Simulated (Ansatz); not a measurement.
# Fe: the cost of one run

Program: Ansatz 0.2.0. Level of theory: DFT PBE, PAW, plane waves, scalar-relativistic. These are calculated values, not measurements.

The COD entry's cell or inner coordinates are ideal or old and differ from later refinements, so a difference from it is no clean test against experiment.

## Step 1: The starting structure

It takes space group Im-3m (No. 229, cubic). Conventional cell: a = 2.860 Å, b = 2.860 Å, c = 2.860 Å, α = 90.00°, β = 90.00°, γ = 90.00°. Around Fe (site symmetry m-3m) lie 8 Fe at 2.48 Å.

Structure file:

```
Fe
1.0
    -1.43020    1.43020    1.43020
     2.86040   -2.86040    2.86040
     1.43020    1.43020   -1.43020
Fe
2
Direct
  0.00000 0.00000 0.00000
  0.00000 0.50000 0.00000
```

In tables a label like Fe2 counts atoms in the order of input.yaml; a structure file may count by element.

The first starts: parallel moments, plain SCF; opposed moments +-, plain SCF; no spin polarisation; spin on, no moments given (the program may seed its own), plain SCF. What is tried next depends on their ends.

A plain SCF has the search for lower states switched off and ends at the first converged state. 

The total moment includes the space between the atomic spheres.

## Step 2: Parallel moments, plain SCF

Contents of input.yaml:

```yaml
crystal:
  lattice:
    - [-1.4302, 1.4302, 1.4302]
    - [2.8604, -2.8604, 2.8604]
    - [1.4302, 1.4302, -1.4302]
  atoms:
    - { symbol: Fe, position: [0.0, 0.0, 0.0], spin: 4.0 }
    - { symbol: Fe, position: [0.0, 0.5, 0.0], spin: 4.0 }
magnetization:
  spin_polarized: true
hamiltonian:
  xc: pbe
  pseudopotentials: { kind: paw }
basis:
  ecutwfc: 420
kpoints:
  mp_grid: { grid: [13, 7, 13] }
scf:
  occupations: { method: fermi_dirac, width: 0.05 }
  lower_state_search: "off"
output:
  forces: true
  stress: true
```

Q: Estimate wall time and peak memory on 2 threads of an Arm CPU, shared host.

About 13 s, with a peak of 0.5 GiB.
